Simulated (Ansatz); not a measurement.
This script makes a scan of the Hubbard U of EuAsO₃, space group Pm-3m with the Python package of Ansatz (0.2.0).

Input file `euaso3.xyz`:
```text
5
Lattice="3.998452 0.0 0.0 0.0 3.998452 0.0 0.0 0.0 3.998452" Properties=species:S:1:pos:R:3:initial_magmoms:R:1 pbc="T T T"
Eu    0.00000000    0.00000000    0.00000000  9.10
As    1.99922600    1.99922600    1.99922600  0.00
O     1.99922600    1.99922600    0.00000000  0.00
O     1.99922600    0.00000000    1.99922600  0.00
O     0.00000000    1.99922600    1.99922600  0.00
```

The script, `euaso3.py`:
```python
import warnings

import ansatz as az
import numpy as np
from tabulate import tabulate

FUNCTIONAL = "lda"
WIDTH_EV = 0.1
KMESH = (6, 6, 6)


def count_gap(report):
    # lowest empty less highest filled band, counting bands; zero where they overlap
    return max(report.get("gap_by_band_count_ev") or 0.0, 0.0)

warnings.simplefilter("ignore", az.DeckWarning)

structure = az.Crystal.from_extxyz("euaso3.xyz")

model = (
    structure.calculation()
    .functional(FUNCTIONAL)
    .spin("collinear")
    .occupations(az.OccupationsMethod.FERMI_DIRAC, width=WIDTH_EV)
    .kpoints(*KMESH, center="gamma")
    .band_table()
)
rows = []
for u in [2.0, 4.0, 6.0, 8.0]:
    data = model.hubbard("Eu", "f", u_eff=u).run().report
    shell = data["hubbard"]["n_scf"]
    rows.append((u, count_gap(data), sum(shell) / len(shell), max(abs(m) for m in data["site_moments_mub"]), data["n_iterations"]))
print(tabulate(rows, headers=["U_eff eV", "gap by band count eV", "Eu f occupation (projector)", "largest moment muB", "iterations"], floatfmt=".4f", tablefmt="github"))
```

What does raising U do here?

From U = 2 to 8 eV the largest site moment goes from 6.67 to 6.86 μB.

The run itself:

```console
$ python euaso3.py
|   U_eff eV |   gap by band count eV |   Eu f occupation (projector) |   largest moment muB |   iterations |
|------------|------------------------|-------------------------------|----------------------|--------------|
|     2.0000 |                 0.0000 |                        6.8022 |               6.6709 |           27 |
|     4.0000 |                 0.0000 |                        6.8911 |               6.7534 |           28 |
|     6.0000 |                 0.0000 |                        6.9759 |               6.8301 |           28 |
|     8.0000 |                 0.0000 |                        7.0030 |               6.8570 |           23 |
```

Caveats:
- Open f shells: with a Hubbard U, without spin-orbit coupling; the state reached hangs on the start and needn't be the lowest.
- The mesh is modest for a metal, so energies can be off by several to tens of meV an atom and pressures by half a GPa or more; differences at equal mesh fare better.
- A gap by band count of zero or less means overlapping bands, a metal.
- This cell is a computed structure, which may not be the phase found in nature.
- Levels are Kohn-Sham eigenvalues on this mesh, without spin-orbit coupling.
- Shell occupations and the effect of U depend on the projectors; a run with no .spin step is spin-unpolarised, and each U may end in a state that isn't the lowest.
- The script silences the warnings on its input, which a real study should read.
- Run time: 4.4 min on 1 thread of Arm Neoverse V1, on a shared host, peak memory 0.5 GiB.
